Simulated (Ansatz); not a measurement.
# CH₅BrO₂Si: a ladder of functionals and wavefunction methods

Aim: compute CH₅BrO₂Si with functionals from several rungs and with coupled cluster, and see how far each lands from CCSD(T) at the basis-set limit for the atomisation energy.

Method: functionals in def2-TZVPP, the program's frozen cores in correlated methods; program: Ansatz 0.2.0, Gaussian basis.

The runs, in order: LDA (SPW92), PBE-D4, revPBE-D4, BLYP-D4, r2SCAN-D4, B97M-V, PBE0-D4, B3LYP-D4, r2SCANh-D4, r2SCAN0-D4, HSE06-D4, BHLYP-D4, CAM-B3LYP-D4, LC-ωPBE, ωB97X-V, ωB97M-V, B2PLYP, PBE-QIDH; CCSD(T)/def2-SVP; CCSD(T)/def2-TZVPP; MP2/def2-QZVPP; extrapolation to the limit; RPA on PBE.

## Step 1: Structure used throughout

The geometry comes from an earlier relaxation with PBE0-D4 in a triple-zeta def2 set; it is a stationary point, not always the lowest conformer.

10 atoms, charge 0, spin multiplicity 1.

Atoms are counted from 1 here; the program's logs count them from 0.

Bond lengths: O1–Si2 1.646 Å, O1–H6 0.961 Å, Si2–C3 1.895 Å, Si2–H7 1.482 Å, Si2–H8 1.482 Å, C3–O4 1.368 Å, C3–Br5 2.032 Å, C3–H9 1.088 Å, O4–H10 0.965 Å. Angles: Si2–O1–H6 115.2°, O1–Si2–C3 106.2°, O1–Si2–H7 105.3°, O1–Si2–H8 114.4°, C3–Si2–H7 109.6°, C3–Si2–H8 109.3°, H7–Si2–H8 111.8°, Si2–C3–O4 115.1°, Si2–C3–Br5 102.2°, Si2–C3–H9 116.8°, O4–C3–Br5 111.3°, O4–C3–H9 108.3°, Br5–C3–H9 102.2°, C3–O4–H10 109.3°.

## Step 2: LDA

This LDA is Slater exchange with PW92 correlation.

The input, in.yaml:

```yaml
crystal:
  periodic: [false, false, false]
  atoms:
    - {symbol: O, position_ang: [-1.372775, -0.881060, 0.762216]}
    - {symbol: Si, position_ang: [-0.479423, -0.689524, -0.607136]}
    - {symbol: C, position_ang: [0.866922, 0.576154, -0.186373]}
    - {symbol: O, position_ang: [1.639725, 0.262996, 0.898659]}
    - {symbol: Br, position_ang: [-0.217181, 2.263655, 0.142223]}
    - {symbol: H, position_ang: [-1.854861, -0.100287, 1.048852]}
    - {symbol: H, position_ang: [0.141030, -2.012295, -0.858208]}
    - {symbol: H, position_ang: [-1.251595, -0.213446, -1.779091]}
    - {symbol: H, position_ang: [1.525180, 0.880400, -0.997941]}
    - {symbol: H, position_ang: [1.085979, -0.137793, 1.579801]}
basis:
  gaussian: {orbitals: def2-TZVPP}
hamiltonian: {xc: lda}
output: {orbitals: {seedname: orbitals}}
```

On the command line:

```bash
ansatz run in.yaml --threads 4 --pin off --events-out ev --progress --plain --max-ram 10444MiB
```

Further steps of the session: PBE-D4 (GGA); revPBE-D4 (GGA); BLYP-D4 (GGA); r2SCAN-D4 (meta-GGA); B97M-V (meta-GGA); PBE0-D4 (hybrid); B3LYP-D4 (hybrid); r2SCANh-D4 (hybrid); r2SCAN0-D4 (hybrid); HSE06-D4 (hybrid); BHLYP-D4 (hybrid); CAM-B3LYP-D4 (range-separated); LC-ωPBE (range-separated); ωB97X-V (range-separated); ωB97M-V (range-separated); B2PLYP (double hybrid); PBE-QIDH (double hybrid); CCSD(T) in def2-SVP; CCSD(T) in def2-TZVPP; MP2 in def2-QZVPP; RPA on PBE orbitals.

**Question.** What will the summary of the whole plan be? Wanted: atomisation energy, CCSD(T)/CBS; farthest beyond LDA; mean size of error, GGA; mean size of error, meta-GGA; mean size of error, hybrid; mean size of error, range-separated; mean size of error, double hybrid; gap, smallest and largest; T1 diagnostic.

The runs gave:

| quantity | value |
| --- | --- |
| atomisation energy, CCSD(T)/CBS | 835.8 kcal/mol |
| functionals within 8.4 kcal/mol (1.0 %) | BLYP-D4, r2SCAN-D4, B97M-V, HSE06-D4, CAM-B3LYP-D4, ωB97X-V, ωB97M-V |
| farthest beyond LDA | BHLYP-D4 (-38.9 kcal/mol) |
| mean size of error, GGA | 9.8 kcal/mol |
| mean size of error, meta-GGA | 4.1 kcal/mol |
| mean size of error, hybrid | 15.5 kcal/mol |
| mean size of error, range-separated | 6.2 kcal/mol |
| mean size of error, double hybrid | 15.5 kcal/mol |
| gap, smallest and largest | 4.83 eV (LDA (SPW92)), 12.09 eV (LC-ωPBE) |
| T1 diagnostic | 0.0110 |
| triples share of the correlation energy | 3.6 % |

What this shows: LDA overbinds by 130.5 kcal/mol (16 %). PBE-D4 misses by +11.7 kcal/mol. Double hybrids carry the basis error of their MP2 part in triple zeta, and no dispersion term here, so their miss is partly the set-up's. The rungs meta-GGA, range-separated miss on average by less than the doubt on the reference (8.4 kcal/mol), so they tie. The reference freezes the cores and leaves out relativity and excitations past (T), and its outer-core shells are covered unevenly, so misses under about 8.4 kcal/mol can't be ranked. All levels share the lack of spin-orbit coupling, which lowers the free heavy atoms and so the true binding. Hartree-Fock recovers 69 % of the binding; the rest is correlation. CCSD(T) in def2-SVP is off by -66.9 kcal/mol, so the small basis spoils what the method gains. Orbital gaps span 4.8 to 12.1 eV; exact exchange widens them. Correlated methods include outer-core shells of Br, which these sets cover unevenly.
